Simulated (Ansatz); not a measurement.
# FGeH₄Si radical: up Jacob's ladder to CCSD(T)

How much do the methods differ for FGeH₄Si radical? The plan is to run it at one geometry with functionals of several rungs and with coupled cluster, and see how far each lands from CCSD(T) at the basis-set limit for the atomisation energy.

Computed with Ansatz 0.2.0, Gaussian basis. Level: functionals in def2-TZVPP, the program's frozen cores in correlated methods.

Levels to be run: LDA (SPW92), PBE-D4, revPBE-D4, BLYP-D4, r2SCAN-D4, B97M-V, PBE0-D4, B3LYP-D4, r2SCANh-D4, r2SCAN0-D4, HSE06-D4, BHLYP-D4, CAM-B3LYP-D4, LC-ωPBE, ωB97X-V, ωB97M-V, B2PLYP, PBE-QIDH; CCSD(T)/def2-SVP; CCSD(T)/def2-TZVPP; MP2/def2-QZVPP; extrapolation to the limit; RPA on PBE.

## (1) The geometry

An earlier PBE0-D4 in a triple-zeta def2 set relaxation fixed the geometry.

SMILES `F[SiH][GeH3]`, 7 atoms, charge 0, spin multiplicity 2.

Atoms are counted from 1 here; the program's logs count them from 0.

Bond lengths: F1–Si2 1.610 Å, Si2–Ge3 2.386 Å, Si2–H4 1.494 Å, Ge3–H5 1.537 Å, Ge3–H6 1.535 Å, Ge3–H7 1.540 Å. Angles: F1–Si2–Ge3 110.1°, F1–Si2–H4 106.6°, Ge3–Si2–H4 113.1°, Si2–Ge3–H5 107.6°, Si2–Ge3–H6 109.9°, Si2–Ge3–H7 112.2°, H5–Ge3–H6 109.0°, H5–Ge3–H7 109.1°, H6–Ge3–H7 109.0°.

## (2) LDA

This LDA is Slater exchange with PW92 correlation.

Input file in.yaml:

```yaml
crystal:
  periodic: [false, false, false]
  atoms:
    - {symbol: F, position_ang: [-0.828176, -1.797623, 1.409514]}
    - {symbol: Si, position_ang: [-0.880442, -1.140528, -0.059400]}
    - {symbol: Ge, position_ang: [0.333818, 0.913359, -0.081629]}
    - {symbol: H, position_ang: [-0.325397, -2.158692, -1.001662]}
    - {symbol: H, position_ang: [0.289651, 1.465152, -1.516011]}
    - {symbol: H, position_ang: [-0.331014, 1.924656, 0.863104]}
    - {symbol: H, position_ang: [1.802660, 0.725477, 0.340384]}
basis:
  gaussian: {orbitals: def2-TZVPP}
magnetization: {spin_polarized: true, initial_magnetization: 1}
hamiltonian: {xc: lda}
output: {orbitals: {seedname: orbitals}}
```

On the command line:

```sh
ansatz run in.yaml --threads 4 --pin off --events-out ev --progress --plain --max-ram 10444MiB
```

The runs that follow: PBE-D4 (GGA); revPBE-D4 (GGA); BLYP-D4 (GGA); r2SCAN-D4 (meta-GGA); B97M-V (meta-GGA); B3LYP-D4 (hybrid); r2SCANh-D4 (hybrid); r2SCAN0-D4 (hybrid); HSE06-D4 (hybrid); BHLYP-D4 (hybrid); CAM-B3LYP-D4 (range-separated); LC-ωPBE (range-separated); ωB97X-V (range-separated); ωB97M-V (range-separated); B2PLYP (double hybrid); PBE-QIDH (double hybrid); CCSD(T) in def2-SVP; CCSD(T) in def2-TZVPP; MP2 in def2-QZVPP; RPA on PBE orbitals.

Before running them: what should the planned runs give, taken together? Wanted: atomisation energy, CCSD(T)/CBS; farthest beyond LDA; mean size of error, GGA; mean size of error, meta-GGA; mean size of error, hybrid; mean size of error, range-separated; mean size of error, double hybrid; gap, smallest and largest; T1 diagnostic.

The runs gave:

```
                               quantity                                                                   value
        atomisation energy, CCSD(T)/CBS                                                           1979.3 kJ/mol
 functionals within 19.8 kJ/mol (1.0 %)  PBE-D4, r2SCAN-D4, B97M-V, B3LYP-D4, r2SCANh-D4, CAM-B3LYP-D4, ωB97X-V
                    farthest beyond LDA                                                revPBE-D4 (-56.5 kJ/mol)
                mean size of error, GGA                                                             33.7 kJ/mol
           mean size of error, meta-GGA                                                             12.9 kJ/mol
             mean size of error, hybrid                                                             28.8 kJ/mol
    mean size of error, range-separated                                                             14.9 kJ/mol
      mean size of error, double hybrid                                                             36.5 kJ/mol
              gap, smallest and largest                                1.13 eV (LDA (SPW92)), 8.49 eV (LC-ωPBE)
                          T1 diagnostic                                                                  0.0139
triples share of the correlation energy                                                                   3.1 %
```

What this shows: The LDA atomisation energy is off by 247.4 kJ/mol (12 %): it overbinds. PBE-D4 misses by -15.1 kJ/mol. Double hybrids carry the basis error of their MP2 part in triple zeta, and no dispersion term here, so their miss is partly the set-up's. The rungs meta-GGA, range-separated miss on average by less than the doubt on the reference (19.8 kJ/mol), so they tie. Misses under about 19.8 kJ/mol are within the doubt on the reference itself, which lacks core-valence correlation, relativity and higher excitations, and its outer-core shells are covered unevenly. Hartree-Fock recovers 74 % of the binding; the rest is correlation. CCSD(T) in def2-SVP is off by -165.2 kJ/mol, so the small basis spoils what the method gains. Orbital gaps span 1.1 to 8.5 eV; exact exchange widens them. Correlated methods include outer-core shells of Ge, which these sets cover unevenly.
